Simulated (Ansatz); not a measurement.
# Ti2AlC: properties at the relaxed cell

An exercise on one series of results from a longer session: the logs are not shown, and one member is left open.

Program: Ansatz 0.2.0. Level of theory: DFT r2SCAN, scalar-relativistic, plane waves, PAW. These are calculated values, not measurements.

1 further run of the same task is left out (set aside as unsound or not needed). Runs told in other sessions of the task aren't counted.

### The starting structure

The structure is hexagonal, space group P6_3/mmc (No. 194). Conventional cell: a = 3.055 Å, b = 3.055 Å, c = 13.718 Å, α = 90.00°, β = 90.00°, γ = 120.00°. Around Ti (site symmetry 3m) lie 3 C at 2.10 Å. Around Al (site symmetry -6m2) lie 6 Ti at 2.89 Å and 6 Al at 3.05 Å. C (site symmetry -3m) is surrounded by 6 Ti at 2.10 Å.

Coordinates:

```xyz
8
Lattice="3.0547 0.0000 0.0000 -1.5274 2.6455 0.0000 0.0000 0.0000 13.7182" Properties=species:S:1:pos:R:3 pbc="T T T"
Ti    0.0000    1.7637    1.1449
Ti    1.5274    0.8818    8.0040
Ti    1.5274    0.8818   12.5734
Ti    0.0000    1.7637    5.7142
Al    0.0000    1.7637   10.2887
Al    1.5274    0.8818    3.4296
C     0.0000    0.0000    0.0000
C     0.0000    0.0000    6.8591
```

It goes back to an entry of the Materials Project, which need not be the stable form.

It is the result of an earlier relaxation at this level (volume 13.86 Å³/atom; gap on the mesh: none (metal)).

The first run:

The input, input.yaml:

```yaml
crystal:
  lattice:
    - [3.0238839365, 0.0, 0.0]
    - [-1.5119419682, 2.6187603071, 0.0]
    - [0.0, 0.0, 13.5796561627]
  atoms:
    - { symbol: Ti, position: [0.3333333333, 0.6666666667, 0.0834562201] }
    - { symbol: Ti, position: [0.6666666667, 0.3333333333, 0.5834562201] }
    - { symbol: Ti, position: [0.6666666667, 0.3333333333, 0.9165437799] }
    - { symbol: Ti, position: [0.3333333333, 0.6666666667, 0.4165437799] }
    - { symbol: Al, position: [0.3333333333, 0.6666666667, 0.75] }
    - { symbol: Al, position: [0.6666666667, 0.3333333333, 0.25] }
    - { symbol: C, position: [0.0, 0.0, 0.0] }
    - { symbol: C, position: [0.0, 0.0, 0.5] }
basis:
  ecutwfc: 500
kpoints:
  mp_grid: { grid: [12, 12, 4] }
hamiltonian:
  xc: r2scan
scf:
  occupations: { method: gaussian, width: 0.1 }
output:
  forces: true
  stress: true
  eigenvalues: true
relax:
  adjacent_minimum: "off"
  f_tol: 0.01
  max_steps: 30
  cell: { stress_tol: 0.1, fix: [volume] }
```

On the command line:

```sh
$ ansatz run input.yaml --threads 2 --pin off --max-ram 5120MiB --backend cpu --events-out ev --progress --plain --runs-dir out
```

Steps of the session up to this table: Point at V/V0 = 0.97; The cell scaled to 1.03 of its volume; Point at V/V0 = 0.94; The cell scaled to 1.06 of its volume; Point at V/V0 = 0.91; Volume × 1.10; Point at V/V0 = 0.88.

One table of the session follows, with a row left open; its other results are not shown here.

It belongs to the step «Equation of state». 

| volume (Å³/atom) | energy above the lowest point (meV/atom) | pressure (GPa) |
| --- | --- | --- |
| 12.195 | 113.7 | 24.34 |
| 12.610 | 60.6 | 16.78 |
| 13.026 | 25.6 | 10.31 |
| 13.442 | ? | ? |
| 13.858 | 0.0 | 0.02 |
| 14.273 | 5.3 | -4.05 |
| 14.689 | 20.3 | -7.50 |
| 15.243 | 53.0 | -11.33 |

Estimate the missing values for volume (Å³/atom) = 13.442.

Worked estimate for «energy above the lowest point (meV/atom)». A straight line through the neighbours (13.026, 25.6) and (13.858, 0.0) gives 25.6 + (0.0 − 25.6) × (13.442 − 13.026) / (13.858 − 13.026) = 12.8; a parabola fitted to 4 rows on both sides gives 6.1.

As computed: energy above the lowest point (meV/atom): 6.1; pressure (GPa): 4.77. In «energy above the lowest point (meV/atom)» the line misses by +6.7 and the parabola by 0.0.
